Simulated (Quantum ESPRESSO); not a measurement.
CoW3, 4 atoms in the cell. Symmetry: Pm-3m, No. 221, cubic system. Conventional cell: a = 3.907 Å, b = 3.907 Å, c = 3.907 Å, α = 90.00°, β = 90.00°, γ = 90.00°. W (site symmetry 4/mmm) is surrounded by 8 W at 2.76 Å and 4 Co at 2.76 Å. Co (site symmetry m-3m) has 12 W at 2.76 Å as nearest neighbours. The cell comes from a database or a generator and needn't be the stable form of this composition.

```yaml
Program: Quantum ESPRESSO 7.5
Task: Wannier functions
Functional: LDA
Potentials_or_basis: GBRV 1.5 LDA
Cutoff: 762 eV
Density_cutoff: 6095 eV
k_mesh: 6 × 6 × 6
Occupations: fermi-dirac, width 0.05 eV
Spin: collinear spin, ferromagnetic start
Starting_moments: "[0.0, 0.0, 0.0, 2.0] μB"
Iterations: 0
Form_of_the_LDA_correlation: PZ81
Mixing_beta: 0.3
Most_SCF_iterations: 120
SCF_threshold: 8e-10 Ry
k_mesh_for_the_Wannier_functions: 4 × 4 × 4
Projections: W spd, Co spd
```

Potentials or basis: GBRV 1.5 LDA.

The run is started by

```sh
$ OMP_NUM_THREADS=1 mpirun -n 4 pw.x -nk 4 -in pw.in > pw.out
$ OMP_NUM_THREADS=1 mpirun -n 4 pw.x -nk 4 -in nscf.in > nscf.out
$ wannier90.x -pp w_up
$ OMP_NUM_THREADS=1 mpirun -n 1 pw2wannier90.x -in pw2wan_up.in > pw2wan_up.out
$ wannier90.x w_up
$ wannier90.x -pp w_dn
$ OMP_NUM_THREADS=1 mpirun -n 1 pw2wannier90.x -in pw2wan_dn.in > pw2wan_dn.out
$ wannier90.x w_dn
$ OMP_NUM_THREADS=1 mpirun -n 4 pw.x -nk 4 -in bands.in > bands.out
```

Hardware: 4 MPI ranks on Intel(R) Xeon(R) 6975P-C (Granite Rapids), with other jobs on the host.

Estimate the wall time of this run.

Wall time 5.2 min on 4 MPI ranks on Intel(R) Xeon(R) 6975P-C (Granite Rapids), on a shared host, peak memory 0.84 GiB a rank. Counts: scf iterations 22, k pools 4, bands 43, k points 20, g dense 64373.
